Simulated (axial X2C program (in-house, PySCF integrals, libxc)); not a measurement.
**A two-component session on WN⁻: properties at the nuclei**

Aim: properties at the nuclei of WN⁻, with spin–orbit coupling in the Hamiltonian from the start.

Method: two-component X2C with atomic mean-field terms, W dyall-acv3z, N dyall-av3z; program: an in-house X2C program for linear molecules on PySCF integrals.

All values are calculated.

## Step 1: Input

task.json reads:

```json
{"zs": [74, 7], "q": -1, "bas": ["dyall-acv3z", "dyall-av3z"], "r0": 1.8, "levels": ["PBE0", "HF", "BHandHLYP", "B3LYP", "r2SCAN"], "nst": 3}
```

Keys: zs atomic numbers; q charge; bas basis sets; r0 starting distance in Å; levels methods (HF also brings MP2); nst determinants followed.

On the command line:

```
python soeom.py task.json out
```

The runs that follow: Expectation values, lowest determinant; Expectation values, a higher determinant; Expectation values, a higher determinant.

What does the calculation give? Wanted: lowest determinant; Eeff magnitude; Ws magnitude W; A∥/gI W; qzz W; higher determinant; qzz N (for each run or level that gives them).

The runs gave:

| quantity | value |
| --- | --- |
| lowest determinant | Ω = 1 (excess of +ω over −ω: ω = -3/2, ω = 5/2) |
| Eeff magnitude (GV/cm), PBE0 | 7.74 |
| Ws magnitude W (kHz), PBE0 | 8.5 |
| A∥/gI W (MHz), PBE0 | 963 |
| qzz W (a.u.), PBE0 | -2.34 |
| higher determinant | Ω = 0 (closed shell) |
| qzz W (a.u.), PBE0, higher determinant | -1.93 |
| qzz N (a.u.), PBE0, higher determinant | -0.52 |
| higher determinant | Ω = 4 (excess of +ω over −ω: ω = 3/2, ω = 5/2) |
| Eeff magnitude (GV/cm), PBE0, higher determinant | 0.315 |
| Ws magnitude W (kHz), PBE0, higher determinant | 0.336 |
| A∥/gI W (MHz), PBE0, higher determinant | 548 |
| qzz W (a.u.), PBE0, higher determinant | -2.43 |

**Reading.** In the first state, the effective field runs from 3.77 to 28.9 GV/cm over the mean-field levels, so the levels don't agree on it. The expectation values come from single determinants, which for open shells can mix terms of unlike spin or miss the lowest Ω, so a determinant need not be a state. Eeff is the effective electric field on the electron dipole moment in this Ω state and Ws the scalar–pseudoscalar constant (defined with the proton number Z and per Ω); A∥ is the parallel hyperfine constant, which follows by multiplying with the nuclear g factor gI = μI/(I μN); qzz is the electric field gradient, eQq0 = 234.96 MHz × Q/barn × qzz. The operators were transformed with the bare-nucleus X2C matrices.
